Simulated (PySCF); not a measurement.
# B2F4 (diboron tetrafluoride): the cost of one run

Programs: PySCF 2.14.0, with density-fitted response routines of our own. Each step states its level of theory. These are calculated values for one molecule in the gas phase, unless marked as measured. Atoms count from 0, in the outputs and in this text.

## Step 1: The molecule as given

6 atoms, charge 0, multiplicity 1; geometry from: PBE0-D3(BJ)/def2-SVP.

Bonds of the start (Å): F0–B1 1.32, B1–F2 1.32, B1–B3 1.72, B3–F4 1.32, B3–F5 1.32.

## Step 2: NMR shieldings: PBE0/pcSseg-2

Job settings and geometry (Å):

```
{"job": {"kind": "nmr", "xc": "PBE0", "basis": "pcSseg-2", "pop": false}, "charge": 0, "multiplicity": 1}
F     -0.698876    -1.502221     0.964731
B     -0.713983    -0.442346     0.180954
F     -1.885111    -0.082314    -0.305059
B      0.722786     0.431652    -0.193237
F      1.145622     1.428317     0.558995
F      1.451284     0.137649    -1.251313
```

Level: GIAO PBE0/pcSseg-2 NMR shielding, non-relativistic, gas phase.

On the command line:

```sh
OMP_NUM_THREADS=1 python probes_run.py task.json out
```

This one command runs all jobs of the session in turn.

**Question.** How long does this first job take on 1 thread of Arm Neoverse V1, shared host, and how much memory does it need?

About 24 s, with a peak of 0.89 GiB.
